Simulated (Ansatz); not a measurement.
**C₂H₆AlFSi: a ladder of functionals and wavefunction methods**

The task here is to estimate one member of a computed series from the others.

Program: Ansatz 0.2.0, Gaussian basis. Level of theory: functionals in def2-TZVPP, the program's frozen cores in correlated methods. These are calculated values, not measurements.

Levels to be run: PBE-D4, r2SCAN-D4, PBE0-D4, B3LYP-D4, ωB97X-V, ωB97M-V, B2PLYP; CCSD(T)/def2-TZVPP; MP2/def2-QZVPP; extrapolation to the limit.

**Structure used throughout**

All runs share one geometry, relaxed beforehand with PBE0-D4 in a triple-zeta def2 set.

SMILES `[F][Al]1[CH2][SiH2][CH2]1`, 11 atoms, charge 0, spin multiplicity 1.

Atoms are counted from 1 here; the program's logs count them from 0.

Bond lengths: F1–Al2 1.648 Å, Al2–C3 1.953 Å, Al2–C5 1.953 Å, C3–Si4 1.899 Å, C3–H6 1.093 Å, C3–H7 1.093 Å, Si4–C5 1.899 Å, Si4–H8 1.488 Å, Si4–H9 1.488 Å, C5–H10 1.093 Å, C5–H11 1.093 Å. Angles: F1–Al2–C3 133.4°, F1–Al2–C5 133.4°, C3–Al2–C5 93.3°, Al2–C3–Si4 85.0°, Al2–C3–H6 117.2°, Al2–C3–H7 116.8°, Si4–C3–H6 114.7°, Si4–C3–H7 114.5°, H6–C3–H7 107.6°, C3–Si4–C5 96.8°, C3–Si4–H8 112.5°, C3–Si4–H9 112.4°, C5–Si4–H8 112.5°, C5–Si4–H9 112.4°, H8–Si4–H9 109.8°, Al2–C5–Si4 85.0°, Al2–C5–H10 117.2°, Al2–C5–H11 116.8° and more.

The first run:

Input file in.yaml:

```yaml
crystal:
  periodic: [false, false, false]
  atoms:
    - {symbol: F, position_ang: [-2.892064, -0.974221, -0.575103]}
    - {symbol: Al, position_ang: [-1.356670, -0.458139, -0.268880]}
    - {symbol: C, position_ang: [-0.286182, -0.325377, 1.359395]}
    - {symbol: Si, position_ang: [1.071658, 0.342372, 0.212224]}
    - {symbol: C, position_ang: [0.071849, 0.246464, -1.399240]}
    - {symbol: H, position_ang: [-0.035802, -1.258727, 1.869595]}
    - {symbol: H, position_ang: [-0.628681, 0.383322, 2.117754]}
    - {symbol: H, position_ang: [1.471363, 1.735107, 0.552810]}
    - {symbol: H, position_ang: [2.273382, -0.535526, 0.186199]}
    - {symbol: H, position_ang: [0.486653, -0.424176, -2.155748]}
    - {symbol: H, position_ang: [-0.110105, 1.211803, -1.878506]}
basis:
  gaussian: {orbitals: def2-TZVPP}
hamiltonian: {xc: pbe, dispersion: d4}
output: {forces: true, orbitals: {seedname: orbitals}}
```

Run with:

```bash
$ ansatz run in.yaml --threads 4 --pin off --events-out ev --progress --plain --max-ram 10444MiB
```

Steps of the session up to this table: PBE-D4 (GGA); r2SCAN-D4 (meta-GGA); PBE0-D4 (hybrid); B3LYP-D4 (hybrid); ωB97X-V (range-separated); ωB97M-V (range-separated); B2PLYP (double hybrid); CCSD(T) in def2-TZVPP; MP2 in def2-QZVPP.

One table of the session follows, with a row left open; its other results are not shown here.

```
            method  atomisation energy (kJ/mol)
            PBE-D4                       4117.1
         r2SCAN-D4                       4099.6
           PBE0-D4                       4072.5
          B3LYP-D4                       4059.2
           ωB97X-V                       4094.3
           ωB97M-V                       4091.7
            B2PLYP                       4029.7
     HF/def2-TZVPP                       3077.1
    MP2/def2-TZVPP                       4052.7
   CCSD/def2-TZVPP                       3929.3
CCSD(T)/def2-TZVPP                            ?
           MP2/CBS                       4155.1
       CCSD(T)/CBS                       4085.8
```

Estimate the missing values for CCSD(T)/def2-TZVPP.

The run gave: atomisation energy (kJ/mol): 3983.4. In the column «atomisation energy (kJ/mol)» it lies between CCSD/def2-TZVPP (3929.3) and B2PLYP (4029.7).

Limits of these values: Free atoms (1 F, 1 Al, 2 C, 1 Si, 6 H) were run apart at each level; the atomisation energy is their sum less the molecule, without zero-point or spin-orbit terms.
